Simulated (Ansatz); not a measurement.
**MgSe+ (doublet): wave-function methods side by side at distance Se1–Mg2 = 3.821 Å, cc-pVDZ**

Aim: climb from Hartree-Fock through coupled cluster and multireference methods for MgSe+ (doublet) at one geometry and basis, and see what each rung misses.

Program: Ansatz 0.2.0, Gaussian basis. Level of theory: cc-pVDZ, core rule «outside noble gas», up to 19 orbitals frozen. These are calculated values, not measurements.

The runs, in order: UHF; CCSD(T) on ROHF; CCSD(T) on UHF; BCCD(T) on ROHF; CISD as a restricted active space (open shells left free, so some higher excitations enter); CCSDT(Q) on ROHF; CCSDT(Q) on UHF; CASSCF and MRCISD+Q, 3 electrons in 3 orbitals; CASSCF and NEVPT2, 3 electrons in 3 orbitals; Full CI; Full CI in the symmetry of the determinant.

42 further runs of the same task are left out: 23 for a known fault of the program, 15 that didn't finish, 4 set aside as unsound or not needed. Runs told in other sessions of the task aren't counted.

**1. What is computed**

The geometry derives from a PBE0/def2-TZVP stationary point (not a proven minimum). One bond is set to the value named and the two fragments are kept rigid. No spin-orbit coupling is included. The filled d shell of Se may be among the frozen orbitals whatever the setting's name suggests.

2 atoms, charge 1, spin multiplicity 2.

Atoms are counted from 1 here; the program's logs count them from 0.

No contacts short enough for the rule that draws bonds.

Coordinates:

```xyz
2

Se    0.0000    0.0000    0.0000
Mg    0.0000    0.0000    3.8210
```

**2. UHF**

The input, in.yaml:

```yaml
crystal:
  periodic: [false, false, false]
  atoms:
    - {symbol: Se, position_ang: [0.000000, 0.000000, 0.000000]}
    - {symbol: Mg, position_ang: [0.000000, 0.000000, 3.821000]}
basis:
  gaussian: {orbitals: cc-pVDZ}
total_charge: 1
magnetization: {spin_polarized: true, initial_magnetization: 1}
hamiltonian: {xc: hf}
output: {orbitals: {seedname: orbitals}}
```

Run with:

```console
> ansatz run in.yaml --threads 1 --pin off --events-out ev --progress --plain --max-ram 2393MiB
```

After this run come: CCSD(T) on ROHF; CCSD(T) on UHF; BCCD(T) on ROHF; CISD as a restricted active space (open shells left free, so some higher excitations enter); CCSDT(Q) on ROHF; CCSDT(Q) on UHF; CASSCF and MRCISD+Q, 3 electrons in 3 orbitals; CASSCF and NEVPT2, 3 electrons in 3 orbitals; Full CI; Full CI in the symmetry of the determinant.

Before running them: what should the planned runs give, taken together? Wanted: FCI from the RHF energy; NEVPT2 pair from FCI; MRCISD+Q pair from FCI; T1 diagnostic; effectively unpaired electrons.

As calculated:

| quantity | value |
| --- | --- |
| FCI from the ROHF energy | -4.5621 eV |
| NEVPT2 pair from FCI | +439.5 meV |
| MRCISD+Q pair from FCI | -25.4 meV |
| levels within 1 kcal/mol (43 meV) | MRCISD+Q pair |
| T1 diagnostic | 0.220 |
| effectively unpaired electrons | 3.02 |

What this shows: MRCISD+Q pair falls below full CI: the +Q correction isn't variational, and the cores differ from full CI's. With 3.0 effectively unpaired electrons against 1 the state is strongly multireference. Of the multireference levels listed MRCISD+Q pair comes nearest in total energy (-25.4 meV), which doesn't show that its space is the better one. The lowest state has another symmetry than the determinant, whose own symmetry lies 0.24 eV higher, so single-reference misses include that gap. Coupled cluster took another determinant than the lowest Hartree-Fock one. These misses are within one basis, not against nature.

The restricted and unrestricted ladders end 0.34 eV apart at CCSDT(Q), which points to two states or an unsound top rung; rows of one don't measure the error of the other.

With open shells the CI space here admits some higher excitations, so it is larger than plain CISD.
